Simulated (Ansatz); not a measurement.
**C₂H₄BClO: up Jacob's ladder to CCSD(T)**

Aim: compute C₂H₄BClO with functionals from several rungs and with coupled cluster. The yardstick is the atomisation energy at the CCSD(T) limit.

Computed with Ansatz 0.2.0, Gaussian basis. Level: functionals in def2-TZVPP, the program's frozen cores in correlated methods.

Plan: LDA (SPW92), PBE-D4, revPBE-D4, BLYP-D4, r2SCAN-D4, B97M-V, PBE0-D4, B3LYP-D4, r2SCANh-D4, r2SCAN0-D4, HSE06-D4, BHLYP-D4, CAM-B3LYP-D4, LC-ωPBE, ωB97X-V, ωB97M-V, B2PLYP, PBE-QIDH; CCSD(T)/def2-SVP; CCSD(T)/def2-TZVPP; MP2/def2-QZVPP; extrapolation to the limit; RPA on PBE.

## (1) The relaxed structure

The geometry comes from an earlier relaxation with PBE0-D4 in a triple-zeta def2 set; it is a stationary point, not always the lowest conformer.

SMILES `O=CCBCl`, 9 atoms, charge 0, spin multiplicity 1.

Atoms are counted from 1 here; the program's logs count them from 0.

Bond lengths: O1–C2 1.199 Å, C2–C3 1.498 Å, C2–H6 1.112 Å, C3–B4 1.560 Å, C3–H7 1.104 Å, C3–H8 1.091 Å, B4–Cl5 1.740 Å, B4–H9 1.193 Å. Angles: O1–C2–C3 124.3°, O1–C2–H6 120.7°, C3–C2–H6 115.0°, C2–C3–B4 112.8°, C2–C3–H7 106.9°, C2–C3–H8 111.2°, B4–C3–H7 102.7°, B4–C3–H8 114.1°, H7–C3–H8 108.5°, C3–B4–Cl5 120.7°, C3–B4–H9 122.4°, Cl5–B4–H9 116.9°.

Coordinates:

```
O    -2.2959    0.1120    0.3564
C    -1.2516   -0.4602    0.2187
C     0.0856    0.1391    0.5298
B     1.0122    0.2302   -0.7220
Cl    2.1682    1.5213   -0.8784
H    -1.2202   -1.4980   -0.1783
H     0.6181   -0.5829    1.1740
H    -0.0205    1.0774    1.0754
H     0.9926   -0.5854   -1.5924
```

## (2) LDA

This LDA is Slater exchange with PW92 correlation.

The input, in.yaml:

```yaml
crystal:
  periodic: [false, false, false]
  atoms:
    - {symbol: O, position_ang: [-2.295929, 0.112016, 0.356354]}
    - {symbol: C, position_ang: [-1.251602, -0.460197, 0.218725]}
    - {symbol: C, position_ang: [0.085622, 0.139131, 0.529831]}
    - {symbol: B, position_ang: [1.012246, 0.230213, -0.722008]}
    - {symbol: Cl, position_ang: [2.168182, 1.521325, -0.878435]}
    - {symbol: H, position_ang: [-1.220175, -1.497976, -0.178323]}
    - {symbol: H, position_ang: [0.618068, -0.582862, 1.174019]}
    - {symbol: H, position_ang: [-0.020492, 1.077405, 1.075354]}
    - {symbol: H, position_ang: [0.992581, -0.585355, -1.592418]}
basis:
  gaussian: {orbitals: def2-TZVPP}
hamiltonian: {xc: lda}
output: {orbitals: {seedname: orbitals}}
```

Started as:

```console
ansatz run in.yaml --threads 2 --pin off --events-out ev --progress --plain --max-ram 4352MiB
```

Further steps of the session: PBE-D4 (GGA); revPBE-D4 (GGA); BLYP-D4 (GGA); r2SCAN-D4 (meta-GGA); B97M-V (meta-GGA); PBE0-D4 (hybrid); B3LYP-D4 (hybrid); r2SCANh-D4 (hybrid); r2SCAN0-D4 (hybrid); HSE06-D4 (hybrid); BHLYP-D4 (hybrid); CAM-B3LYP-D4 (range-separated); LC-ωPBE (range-separated); ωB97X-V (range-separated); ωB97M-V (range-separated); B2PLYP (double hybrid); PBE-QIDH (double hybrid); CCSD(T) in def2-SVP; CCSD(T) in def2-TZVPP; MP2 in def2-QZVPP; RPA on PBE orbitals.

**Question.** What will the summary of the whole plan be? Wanted: atomisation energy, CCSD(T)/CBS; farthest beyond LDA; mean size of error, GGA; mean size of error, meta-GGA; mean size of error, hybrid; mean size of error, range-separated; mean size of error, double hybrid; gap, smallest and largest; T1 diagnostic.

The runs gave:

| quantity | value |
| --- | --- |
| atomisation energy, CCSD(T)/CBS | 3606.8 kJ/mol |
| functionals within 18.0 kJ/mol (0.5 %) | B3LYP-D4, r2SCANh-D4, B2PLYP, PBE-QIDH |
| farthest beyond LDA | PBE-D4 (+132.3 kJ/mol) |
| mean size of error, GGA | 62.1 kJ/mol |
| mean size of error, meta-GGA | 42.5 kJ/mol |
| mean size of error, hybrid | 43.9 kJ/mol |
| mean size of error, range-separated | 25.0 kJ/mol |
| mean size of error, double hybrid | 14.0 kJ/mol |
| gap, smallest and largest | 3.24 eV (LDA (SPW92)), 10.99 eV (LC-ωPBE) |
| T1 diagnostic | 0.0143 |
| triples share of the correlation energy | 4.1 % |

What this shows: LDA overbinds by 579.7 kJ/mol (16 %). PBE-D4 misses by +132.3 kJ/mol. Double hybrids carry the basis error of their MP2 part in triple zeta, and no dispersion term here, so their miss is partly the set-up's. By mean error the best rung here is double hybrid (14.0 kJ/mol) and the worst beyond LDA is GGA (62.1 kJ/mol). The reference freezes the cores and leaves out relativity and excitations past (T), so misses under about 18.0 kJ/mol can't be ranked. Hartree-Fock recovers 74 % of the binding; the rest is correlation. CCSD(T) in def2-SVP is off by -142.2 kJ/mol, worse than the median functional, from the basis alone. Orbital gaps span 3.2 to 11.0 eV; exact exchange widens them.
